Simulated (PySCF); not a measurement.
# CoF5 (-2): ligand-field states, spin distribution

Aim: compute the ligand-field states, spin distribution of CoF5 (-2).

Computed with PySCF 2.14.0 and routines of our own; the level stands in each step. Atoms count from 0.

## 1. The system as given

6 atoms, charge -2, states of the metal's open shell are computed; geometry from: model start, shaken.

## 2. Geometry optimisation at PBE0-D3(BJ)/def2-TZVP

Job settings and geometry (Å):

```
{"job": {"xc": "PBE0", "basis": "def2-TZVP", "d3": "d3bj", "grid": 1, "maxiter": 45, "solvent": "water", "kind": "geom"}, "charge": -2, "metal": "Co", "open_shell": "d6"}
Co     0.000020     0.004480    -0.004110
F     -0.013360    -0.006820     1.835130
F      0.000900     0.020100    -1.857380
F      1.840690     0.007350     0.005350
F     -0.923420     1.588190    -0.000440
F     -0.914570    -1.622310    -0.006860
```

Started as:

```sh
$ OMP_NUM_THREADS=1 python lf_run.py task.json out
```

One launch serves the whole session: the jobs run in the order shown.

Output:

```text
step   0  E = -1881.95307264  max force = 0.022390
step   1  E = -1881.95580329  max force = 0.006065
step   2  E = -1881.95644591  max force = 0.002333
step   3  E = -1881.95659365  max force = 0.001308
step   4  E = -1881.95662426  max force = 0.001131
step   5  E = -1881.95665014  max force = 0.000615
step   6  E = -1881.95665618  max force = 0.000175
optimisation converged
```

It took 4 min on 1 thread of Intel Xeon Platinum 8488C, shared host; peak memory 1.3 GiB.

The steps of the relaxation:

```csv
step,energy from step 0 (eV),largest force component (eV/Å)
0,0.0000,1.1513
1,-0.0743,0.3119
2,-0.0918,0.1200
3,-0.0958,0.0673
4,-0.0966,0.0582
5,-0.0973,0.0316
6,-0.0975,0.0090
```

Close pairs (by a distance rule), those that changed most:

| bond | before (Å) | after (Å) | change (Å) |
| --- | --- | --- | --- |
| Co0–F1 | 1.839 | 1.923 | +0.083 |
| Co0–F2 | 1.853 | 1.923 | +0.069 |
| Co0–F4 | 1.833 | 1.822 | -0.011 |
| Co0–F3 | 1.841 | 1.830 | -0.010 |
| Co0–F5 | 1.866 | 1.867 | +0.001 |

The final coordinates are the input of the step that follows.

| at the end point | value |
| --- | --- |
| point group (found at 0.08 Å tolerance) | Cs |
| rotational constants (GHz, main isotopes) | 2.621, 2.221, 2.053 |
| ⟨S²⟩ | 6.006 |

## 3. Ligand-field states: state-averaged CASSCF in water

Job settings and geometry (Å):

```
{"job": {"kind": "lf", "basis": {"metal": "x2c-TZVPall", "ligand": "x2c-SVPall"}, "nevpt": true, "solvent": "water"}, "charge": -2, "metal": "Co", "open_shell": "d6"}
Co     0.000000     0.000000     0.000000
F      0.012439     0.029379     1.922431
F      0.012439     0.029379    -1.922431
F      1.818904    -0.203132     0.000000
F     -1.053377     1.487011     0.000000
F     -0.903800    -1.634160    -0.000000
```

Level: state-averaged CASSCF of the metal d shell, SC-NEVPT2 on the averaged canonical orbitals, state-interaction spin-orbit coupling.

Output:

```text
basis functions 118, electrons 74, active (6e, 5o)
stage 1: DIIS on the effective Fock matrix, level shift 0.30
cycle   1  E = -1882.1463654419  dE = -1.882e+03  max|g| = 3.956e+00
cycle   2  E = -1887.6125576124  dE = -5.466e+00  max|g| = 1.860e+00
cycle   3  E = -1889.0377446535  dE = -1.425e+00  max|g| = 9.964e-01
cycle   4  E = -1889.2406968572  dE = -2.030e-01  max|g| = 2.058e-01
cycle   5  E = -1889.3269301841  dE = -8.623e-02  max|g| = 1.107e-01
cycle   6  E = -1889.3259522520  dE =  9.779e-04  max|g| = 9.698e-02
cycle   7  E = -1889.3212861030  dE =  4.666e-03  max|g| = 7.764e-02
cycle   8  E = -1889.0660668318  dE =  2.552e-01  max|g| = 3.370e-01
cycle   9  E = -1887.8924789256  dE =  1.174e+00  max|g| = 9.491e-01
cycle  10  E = -1886.1892039053  dE =  1.703e+00  max|g| = 1.778e+00
cycle  11  E = -1885.0848587587  dE =  1.104e+00  max|g| = 2.234e+00
cycle  12  E = -1884.4636650262  dE =  6.212e-01  max|g| = 2.461e+00
cycle  13  E = -1884.1283977535  dE =  3.353e-01  max|g| = 2.576e+00
cycle  14  E = -1883.9414461640  dE =  1.870e-01  max|g| = 2.636e+00
cycle  15  E = -1883.8874926055  dE =  5.395e-02  max|g| = 2.510e+00
stage 2: quasi-Newton rotations from the point of smallest gradient
cycle  17  E = -1889.3324281791  dE = -1.114e-02  max|g| = 1.063e-01
cycle  18  E = -1889.3379981125  dE = -5.570e-03  max|g| = 2.504e-02
cycle  19  E = -1889.3384723754  dE = -4.743e-04  max|g| = 2.994e-03
cycle  20  E = -1889.3384846173  dE = -1.224e-05  max|g| = 1.015e-03
cycle  21  E = -1889.3384868922  dE = -2.275e-06  max|g| = 2.479e-04
cycle  22  E = -1889.3384870588  dE = -1.666e-07  max|g| = 5.373e-05
cycle  23  E = -1889.3384870784  dE = -1.957e-08  max|g| = 1.754e-05
cycle  24  E = -1889.3384870789  dE = -5.441e-10  max|g| = 3.664e-06
converged average energy = -1889.3384870789

 mult deg   label        CASSCF/cm-1   NEVPT2/cm-1
   5   1   5A''                0.0           0.0
   5   1   5A''             1035.9        1194.1
   5   1   5A'              3201.1        4867.5
   5   1   5A'              4584.0        6834.0
   3   1   3A'             14733.1        8263.4
   3   1   3A''            19080.1       14745.0
   5   1   5A'             11547.7       16022.0
   3   1   3A''            20477.3       16325.5
   3   1   3A''            20276.7       16602.7
   1   1   1A'             24652.1       17594.4
   1   1   1A'             25358.9       18835.9
   3   1   3A''            22130.3       19235.3
   3   1   3A''            23282.7       21617.2
   3   1   3A''            23497.6       22059.8
   1   1   1A'             28827.7       22682.8
   3   1   3A'             24624.3       22691.4
   3   1   3A''            26479.9       23548.8
   3   1   3A''            26867.0       24053.1
   3   1   3A'             26136.7       24810.1
   3   1   3A''            28275.3       26338.0
   1   1   1A''            30834.8       26800.3
   3   1   3A''            29383.0       27343.8
   3   1   3A''            30393.9       28797.1
   3   1   3A'             28873.1       28950.8
   3   1   3A'             29562.8       29473.1
   3   1   3A''            30901.5       29538.8
   1   1   1A''            33445.0       29676.4
   1   1   1A''            32756.2       29876.7
   3   1   3A'             29875.3       29878.5
   3   1   3A'             31736.3       31204.8
   1   1   1A''            34180.9       31642.7
   3   1   3A'             31332.8       31662.5
   1   1   1A''            35046.2       32745.3
   1   1   1A''            35234.5       33093.3
   3   1   3A'             33811.8       33158.3
   3   1   3A'             33889.6       33580.9
   3   1   3A'             34542.4       34046.1
   3   1   3A''            36939.7       34799.4
   3   1   3A''            37836.3       34873.1
   1   1   1A'             37111.8       35848.3
   3   1   3A'             36805.7       37014.3
   1   1   1A'             38166.1       37091.5
   1   1   1A''            41097.5       37620.6
   3   1   3A'             38147.2       39892.6
   3   1   3A'             38571.4       40168.0
   1   1   1A''            43176.0       40247.4
   1   1   1A'             41059.3       40655.1
   3   1   3A''            38971.2       40836.2
   1   1   1A'             41508.7       41439.8
   3   1   3A''            38997.6       41475.0
   3   1   3A'             43540.4       42611.0
   1   1   1A''            45417.4       42877.3
   1   1   1A'             43158.0       42930.8
   1   1   1A'             44031.6       43668.1
   1   1   1A'             44402.3       43830.8
   3   1   3A'             44645.9       43908.7
   3   1   3A''            42235.0       44306.4
   1   1   1A''            47859.2       45014.1
   1   1   1A'             50002.4       45163.5
   3   1   3A''            43776.3       45683.8

spin-orbit levels / cm-1
      0.00  x1  5A'' 0.96 5A'' 0.03
      6.63  x1  5A'' 0.95 5A'' 0.04
     17.58  x1  5A'' 0.98
     47.95  x1  5A'' 0.98
     49.63  x1  5A'' 0.98
   1234.20  x1  5A'' 0.99
   1240.29  x1  5A'' 0.98
   1278.34  x1  5A'' 0.98
   1316.28  x1  5A'' 0.95 5A'' 0.04
   1321.04  x1  5A'' 0.95 5A'' 0.04
   4795.69  x1  5A' 0.93 5A' 0.06
   4795.82  x1  5A' 0.93 5A' 0.06
   4931.24  x1  5A' 0.97
   4932.94  x1  5A' 0.98
   4978.92  x1  5A' 0.99
   6935.28  x1  5A' 0.99
   6959.33  x1  5A' 0.98
   6960.20  x1  5A' 0.98
   7027.64  x1  5A' 0.93 5A' 0.06
   7028.11  x1  5A' 0.93 5A' 0.06
   8295.65  x1  3A' 0.98
   8394.88  x1  3A' 0.99
   8399.78  x1  3A' 0.99
  14591.67  x1  3A'' 0.88 1A' 0.04 3A'' 0.04
  14683.24  x1  3A'' 0.90 3A'' 0.04 3A'' 0.04
  14877.47  x1  3A'' 0.99
  16025.54  x1  5A' 0.82 3A'' 0.15
  16030.27  x1  5A' 0.83 3A'' 0.14
  16066.20  x1  5A' 0.91 3A'' 0.07
  16100.84  x1  5A' 0.99
```

It took 9.5 s on 1 thread of Intel Xeon Platinum 8488C, shared host; peak memory 0.52 GiB.

From this job:

```
             quantity     value
spin-orbit constant ζ  549 cm⁻¹
```

Powder susceptibility:

```
T (K)  χT (cm³ K/mol)  μ(eff)
    2           1.073    2.93
    5           2.134    4.13
   10           2.759    4.70
   20           3.114    4.99
   30           3.241    5.09
   50           3.330    5.16
   75           3.363    5.19
  100           3.377    5.20
  150           3.392    5.21
  200           3.404    5.22
  250           3.414    5.22
  300           3.425    5.23
```

Orbitals, density, ELF and potential are computed afterwards from the orbital file.

The spin density lies nearest to Co0 92 %.

## 4. Spin distribution: unrestricted DFT, spin states

Job settings and geometry (Å):

```
{"job": {"kind": "spin", "xc": "BP86"}, "charge": -2, "metal": "Co", "open_shell": "d6"}
Co     0.000000     0.000000     0.000000
F      0.012439     0.029379     1.922431
F      0.012439     0.029379    -1.922431
F      1.818904    -0.203132     0.000000
F     -1.053377     1.487011     0.000000
F     -0.903800    -1.634160    -0.000000
```

With the program's defaults for keys left out, this is: unrestricted DFT energies of the spin multiplicities at one geometry, beside CASSCF and NEVPT2 of the metal shell.

Output:

```text
multiplicity 5
final grid: 71312 points
cycle   1  E = -1890.5005568170  dE =  2.605e+00  |g| = 3.090e+00  |ddm| = 1.648e+00
cycle   2  E = -1869.5822339051  dE =  2.092e+01  |g| = 6.980e+00  |ddm| = 9.996e+00
cycle   3  E = -1892.2133444734  dE = -2.263e+01  |g| = 1.845e+00  |ddm| = 9.922e+00
cycle   4  E = -1891.7602957134  dE =  4.530e-01  |g| = 1.999e+00  |ddm| = 2.207e+00
cycle   5  E = -1893.0929083942  dE = -1.333e+00  |g| = 6.564e-01  |ddm| = 1.757e+00
cycle   6  E = -1893.1513443301  dE = -5.844e-02  |g| = 5.042e-01  |ddm| = 1.048e+00
cycle   7  E = -1893.2198405350  dE = -6.850e-02  |g| = 2.273e-01  |ddm| = 2.979e-01
cycle   8  E = -1893.2308349397  dE = -1.099e-02  |g| = 1.255e-01  |ddm| = 8.608e-02
cycle   9  E = -1893.2328311395  dE = -1.996e-03  |g| = 8.440e-02  |ddm| = 7.983e-02
cycle  10  E = -1893.2350106808  dE = -2.180e-03  |g| = 2.540e-02  |ddm| = 5.866e-02
cycle  11  E = -1893.2350751190  dE = -6.444e-05  |g| = 2.378e-02  |ddm| = 2.948e-02
cycle  12  E = -1893.2352501025  dE = -1.750e-04  |g| = 5.051e-03  |ddm| = 1.258e-02
cycle  13  E = -1893.2352586386  dE = -8.536e-06  |g| = 5.811e-04  |ddm| = 3.978e-03
cycle  14  E = -1893.2352590681  dE = -4.296e-07  |g| = 4.065e-04  |ddm| = 2.202e-03
converged SCF energy = -1893.2352590681
multiplicity 3
final grid: 71312 points
cycle   1  E = -1891.7284713549  dE =  1.353e+00  |g| = 2.467e+00  |ddm| = 1.323e+00
cycle   2  E = -1872.3149863258  dE =  1.941e+01  |g| = 6.072e+00  |ddm| = 9.723e+00
cycle   3  E = -1890.6825075399  dE = -1.837e+01  |g| = 3.160e+00  |ddm| = 9.757e+00
cycle   4  E = -1890.1691178299  dE =  5.134e-01  |g| = 3.410e+00  |ddm| = 4.206e-01
cycle   5  E = -1889.4971222963  dE =  6.720e-01  |g| = 3.653e+00  |ddm| = 4.937e-01
cycle   6  E = -1890.2770209145  dE = -7.799e-01  |g| = 3.348e+00  |ddm| = 6.198e-01
cycle   7  E = -1890.3678931077  dE = -9.087e-02  |g| = 3.299e+00  |ddm| = 1.052e+00
cycle   8  E = -1890.4275861216  dE = -5.969e-02  |g| = 3.243e+00  |ddm| = 1.152e+00
cycle   9  E = -1890.6168899114  dE = -1.893e-01  |g| = 3.161e+00  |ddm| = 6.228e-01
cycle  10  E = -1885.6950919240  dE =  4.922e+00  |g| = 4.274e+00  |ddm| = 1.973e+00
cycle  11  E = -1874.2056257430  dE =  1.149e+01  |g| = 5.481e+00  |ddm| = 9.511e+00
cycle  12  E = -1888.3647586590  dE = -1.416e+01  |g| = 4.090e+00  |ddm| = 9.506e+00
cycle  13  E = -1886.8439652379  dE =  1.521e+00  |g| = 4.443e+00  |ddm| = 1.344e+00
cycle  14  E = -1886.5438006303  dE =  3.002e-01  |g| = 4.544e+00  |ddm| = 1.012e+00
cycle  15  E = -1886.7143478232  dE = -1.705e-01  |g| = 4.500e+00  |ddm| = 3.301e-01
cycle  16  E = -1883.8042414137  dE =  2.910e+00  |g| = 4.895e+00  |ddm| = 1.969e+00
cycle  17  E = -1885.3153255438  dE = -1.511e+00  |g| = 4.725e+00  |ddm| = 6.507e-01
cycle  18  E = -1885.0608846265  dE =  2.544e-01  |g| = 4.992e+00  |ddm| = 1.903e+00
cycle  19  E = -1882.6624674672  dE =  2.398e+00  |g| = 5.346e+00  |ddm| = 2.166e+00
cycle  20  E = -1864.6155651809  dE =  1.805e+01  |g| = 8.728e+00  |ddm| = 1.120e+01
cycle  21  E = -1891.8668424256  dE = -2.725e+01  |g| = 2.279e+00  |ddm| = 1.068e+01
cycle  22  E = -1893.0360494939  dE = -1.169e+00  |g| = 8.211e-01  |ddm| = 1.366e+00
cycle  23  E = -1893.0725820400  dE = -3.653e-02  |g| = 7.409e-01  |ddm| = 7.311e-01
cycle  24  E = -1893.1911240998  dE = -1.185e-01  |g| = 3.522e-01  |ddm| = 5.579e-01
cycle  25  E = -1893.2323354992  dE = -4.121e-02  |g| = 1.116e-01  |ddm| = 2.640e-01
cycle  26  E = -1893.2322347378  dE =  1.008e-04  |g| = 1.095e-01  |ddm| = 1.265e-01
cycle  27  E = -1893.2362491525  dE = -4.014e-03  |g| = 2.962e-02  |ddm| = 8.511e-02
cycle  28  E = -1893.2365354412  dE = -2.863e-04  |g| = 9.490e-03  |ddm| = 2.355e-02
cycle  29  E = -1893.2365638806  dE = -2.844e-05  |g| = 2.480e-03  |ddm| = 6.468e-03
cycle  30  E = -1893.2365665342  dE = -2.654e-06  |g| = 5.048e-04  |ddm| = 2.844e-03
cycle  31  E = -1893.2365667799  dE = -2.458e-07  |g| = 1.693e-04  |ddm| = 1.326e-03
converged SCF energy = -1893.2365667799
multiplicity 1
final grid: 71312 points
cycle   1  E = -1890.1282557317  dE =  2.908e+00  |g| = 3.214e+00  |ddm| = 1.716e+00
cycle   2  E = -1868.8339641823  dE =  2.129e+01  |g| = 7.237e+00  |ddm| = 1.045e+01
cycle   3  E = -1892.3600905952  dE = -2.353e+01  |g| = 1.401e+00  |ddm| = 1.033e+01
cycle   4  E = -1891.5742711206  dE =  7.858e-01  |g| = 2.197e+00  |ddm| = 2.621e+00
cycle   5  E = -1893.0986753307  dE = -1.524e+00  |g| = 5.780e-01  |ddm| = 1.833e+00
cycle   6  E = -1893.1545820692  dE = -5.591e-02  |g| = 3.774e-01  |ddm| = 4.777e-01
cycle   7  E = -1893.1971009469  dE = -4.252e-02  |g| = 1.458e-01  |ddm| = 3.196e-01
cycle   8  E = -1893.2016162171  dE = -4.515e-03  |g| = 7.162e-02  |ddm| = 2.342e-01
cycle   9  E = -1893.2034722899  dE = -1.856e-03  |g| = 2.917e-02  |ddm| = 1.688e-01
cycle  10  E = -1893.2037709174  dE = -2.986e-04  |g| = 5.924e-03  |ddm| = 3.581e-02
cycle  11  E = -1893.2037812449  dE = -1.033e-05  |g| = 2.522e-03  |ddm| = 9.462e-03
cycle  12  E = -1893.2037836844  dE = -2.439e-06  |g| = 8.339e-04  |ddm| = 9.736e-03
cycle  13  E = -1893.2037840274  dE = -3.430e-07  |g| = 2.131e-04  |ddm| = 5.833e-03
converged SCF energy = -1893.2037840274
```

Wall time 25 s (1 thread of Intel Xeon Platinum 8488C, shared host); peak memory 0.53 GiB.

## 5. Spin distribution: unrestricted DFT, spin states

Settings changed since step 4:

```diff
@@ -1,2 +1,2 @@
-{"job": {"kind": "spin", "xc": "BP86"}, "charge": -2, "metal": "Co", "open_shell": "d6"}
+{"job": {"kind": "spin", "xc": "TPSSh"}, "charge": -2, "metal": "Co", "open_shell": "d6"}
 Co     0.000000     0.000000     0.000000
```

With the program's defaults for keys left out, this is: unrestricted DFT energies of the spin multiplicities at one geometry, beside CASSCF and NEVPT2 of the metal shell.

Output:

```text
multiplicity 5
final grid: 71312 points
cycle   1  E = -1892.6660035238  dE =  2.261e-01  |g| = 1.101e+00  |ddm| = 8.444e-01
cycle   2  E = -1885.4270063327  dE =  7.239e+00  |g| = 4.709e+00  |ddm| = 6.205e+00
cycle   3  E = -1892.9357357760  dE = -7.509e+00  |g| = 3.801e-01  |ddm| = 6.154e+00
cycle   4  E = -1892.9632507254  dE = -2.751e-02  |g| = 2.351e-01  |ddm| = 3.172e-01
cycle   5  E = -1892.9762600337  dE = -1.301e-02  |g| = 8.340e-02  |ddm| = 1.335e-01
cycle   6  E = -1892.9782299079  dE = -1.970e-03  |g| = 1.575e-02  |ddm| = 4.484e-02
cycle   7  E = -1892.9782809791  dE = -5.107e-05  |g| = 1.049e-02  |ddm| = 1.487e-02
cycle   8  E = -1892.9783170319  dE = -3.605e-05  |g| = 5.682e-04  |ddm| = 5.971e-03
cycle   9  E = -1892.9783172000  dE = -1.680e-07  |g| = 3.230e-04  |ddm| = 7.670e-04
converged SCF energy = -1892.9783172000
multiplicity 3
final grid: 71312 points
cycle   1  E = -1892.5623194370  dE =  2.999e-01  |g| = 1.275e+00  |ddm| = 8.960e-01
cycle   2  E = -1876.8730825182  dE =  1.569e+01  |g| = 5.200e+00  |ddm| = 8.648e+00
cycle   3  E = -1892.6764355893  dE = -1.580e+01  |g| = 1.103e+00  |ddm| = 8.653e+00
cycle   4  E = -1892.6916968681  dE = -1.526e-02  |g| = 1.012e+00  |ddm| = 2.798e-01
cycle   5  E = -1892.8470667798  dE = -1.554e-01  |g| = 5.914e-01  |ddm| = 5.832e-01
cycle   6  E = -1892.9556190947  dE = -1.086e-01  |g| = 2.190e-01  |ddm| = 4.188e-01
cycle   7  E = -1892.9692665162  dE = -1.365e-02  |g| = 6.422e-02  |ddm| = 1.279e-01
cycle   8  E = -1892.9704276341  dE = -1.161e-03  |g| = 3.070e-02  |ddm| = 5.405e-02
cycle   9  E = -1892.9707752556  dE = -3.476e-04  |g| = 4.536e-03  |ddm| = 2.224e-02
cycle  10  E = -1892.9707815068  dE = -6.251e-06  |g| = 4.613e-03  |ddm| = 6.431e-03
cycle  11  E = -1892.9707915725  dE = -1.007e-05  |g| = 7.990e-04  |ddm| = 4.053e-03
cycle  12  E = -1892.9707926380  dE = -1.066e-06  |g| = 5.349e-04  |ddm| = 2.290e-03
cycle  13  E = -1892.9707927924  dE = -1.544e-07  |g| = 1.416e-04  |ddm| = 6.310e-04
converged SCF energy = -1892.9707927924
multiplicity 1
final grid: 71312 points
cycle   1  E = -1892.3730853970  dE =  4.464e-01  |g| = 1.512e+00  |ddm| = 9.706e-01
cycle   2  E = -1875.5604887602  dE =  1.681e+01  |g| = 5.192e+00  |ddm| = 8.353e+00
cycle   3  E = -1891.9143823542  dE = -1.635e+01  |g| = 2.123e+00  |ddm| = 8.383e+00
cycle   4  E = -1892.3855497947  dE = -4.712e-01  |g| = 1.550e+00  |ddm| = 4.634e-01
cycle   5  E = -1892.7815538309  dE = -3.960e-01  |g| = 7.478e-01  |ddm| = 7.106e-01
cycle   6  E = -1892.9030076089  dE = -1.215e-01  |g| = 3.511e-01  |ddm| = 3.950e-01
cycle   7  E = -1892.9332336078  dE = -3.023e-02  |g| = 9.807e-02  |ddm| = 1.566e-01
cycle   8  E = -1892.9361969667  dE = -2.963e-03  |g| = 2.981e-02  |ddm| = 7.171e-02
cycle   9  E = -1892.9364740198  dE = -2.771e-04  |g| = 1.204e-02  |ddm| = 2.127e-02
cycle  10  E = -1892.9365138697  dE = -3.985e-05  |g| = 2.331e-03  |ddm| = 5.103e-03
cycle  11  E = -1892.9365155084  dE = -1.639e-06  |g| = 5.699e-04  |ddm| = 1.300e-03
cycle  12  E = -1892.9365159096  dE = -4.012e-07  |g| = 1.719e-04  |ddm| = 1.339e-03
converged SCF energy = -1892.9365159096
```

Wall time 35 s (1 thread of Intel Xeon Platinum 8488C, shared host); peak memory 0.56 GiB.

## 6. Spin distribution: unrestricted DFT, spin states

Settings changed since step 5:

```diff
@@ -1,2 +1,2 @@
-{"job": {"kind": "spin", "xc": "TPSSh"}, "charge": -2, "metal": "Co", "open_shell": "d6"}
+{"job": {"kind": "spin", "xc": "B3LYP"}, "charge": -2, "metal": "Co", "open_shell": "d6"}
 Co     0.000000     0.000000     0.000000
```

With the program's defaults for keys left out, this is: unrestricted DFT energies of the spin multiplicities at one geometry, beside CASSCF and NEVPT2 of the metal shell.

Output:

```text
multiplicity 5
final grid: 71312 points
cycle   1  E = -1892.9129221104  dE =  4.338e-02  |g| = 6.918e-01  |ddm| = 6.914e-01
cycle   2  E = -1892.3571062746  dE =  5.558e-01  |g| = 1.700e+00  |ddm| = 1.003e+00
cycle   3  E = -1893.0296505387  dE = -6.725e-01  |g| = 1.520e-01  |ddm| = 6.649e-01
cycle   4  E = -1893.0366008965  dE = -6.950e-03  |g| = 2.258e-02  |ddm| = 9.887e-02
cycle   5  E = -1893.0367669287  dE = -1.660e-04  |g| = 6.054e-03  |ddm| = 1.561e-02
cycle   6  E = -1893.0367783506  dE = -1.142e-05  |g| = 1.658e-03  |ddm| = 4.285e-03
cycle   7  E = -1893.0367795791  dE = -1.228e-06  |g| = 7.637e-04  |ddm| = 1.635e-03
cycle   8  E = -1893.0367798180  dE = -2.390e-07  |g| = 1.886e-04  |ddm| = 6.140e-04
converged SCF energy = -1893.0367798180
multiplicity 3
final grid: 71312 points
cycle   1  E = -1892.8452244633  dE =  8.153e-02  |g| = 8.461e-01  |ddm| = 7.439e-01
cycle   2  E = -1888.5777631165  dE =  4.267e+00  |g| = 3.526e+00  |ddm| = 5.970e+00
cycle   3  E = -1893.0087715636  dE = -4.431e+00  |g| = 2.493e-01  |ddm| = 5.958e+00
cycle   4  E = -1893.0139232594  dE = -5.152e-03  |g| = 1.946e-01  |ddm| = 1.961e-01
cycle   5  E = -1893.0257035884  dE = -1.178e-02  |g| = 4.222e-02  |ddm| = 1.180e-01
cycle   6  E = -1893.0260910059  dE = -3.874e-04  |g| = 2.042e-02  |ddm| = 1.955e-02
cycle   7  E = -1893.0262164017  dE = -1.254e-04  |g| = 4.679e-03  |ddm| = 1.032e-02
cycle   8  E = -1893.0262342627  dE = -1.786e-05  |g| = 1.483e-03  |ddm| = 7.777e-03
cycle   9  E = -1893.0262377101  dE = -3.447e-06  |g| = 1.031e-03  |ddm| = 3.114e-03
cycle  10  E = -1893.0262405612  dE = -2.851e-06  |g| = 4.914e-04  |ddm| = 4.564e-03
cycle  11  E = -1893.0262410076  dE = -4.464e-07  |g| = 8.562e-05  |ddm| = 2.258e-03
converged SCF energy = -1893.0262410076
multiplicity 1
final grid: 71312 points
cycle   1  E = -1892.7476320864  dE =  1.364e-01  |g| = 9.867e-01  |ddm| = 7.940e-01
cycle   2  E = -1886.5949473788  dE =  6.153e+00  |g| = 4.337e+00  |ddm| = 6.166e+00
cycle   3  E = -1892.9761960251  dE = -6.381e+00  |g| = 2.127e-01  |ddm| = 6.132e+00
cycle   4  E = -1892.9790236698  dE = -2.828e-03  |g| = 1.970e-01  |ddm| = 2.337e-01
cycle   5  E = -1892.9892422129  dE = -1.022e-02  |g| = 6.227e-02  |ddm| = 1.138e-01
cycle   6  E = -1892.9901730463  dE = -9.308e-04  |g| = 2.357e-02  |ddm| = 2.338e-02
cycle   7  E = -1892.9903336042  dE = -1.606e-04  |g| = 2.034e-03  |ddm| = 1.173e-02
cycle   8  E = -1892.9903355471  dE = -1.943e-06  |g| = 4.198e-04  |ddm| = 2.058e-03
cycle   9  E = -1892.9903359261  dE = -3.790e-07  |g| = 3.250e-04  |ddm| = 9.284e-04
converged SCF energy = -1892.9903359261
```

It took 19 s on 1 thread of Intel Xeon Platinum 8488C, shared host; peak memory 0.57 GiB.

[end of part 1 of 2]
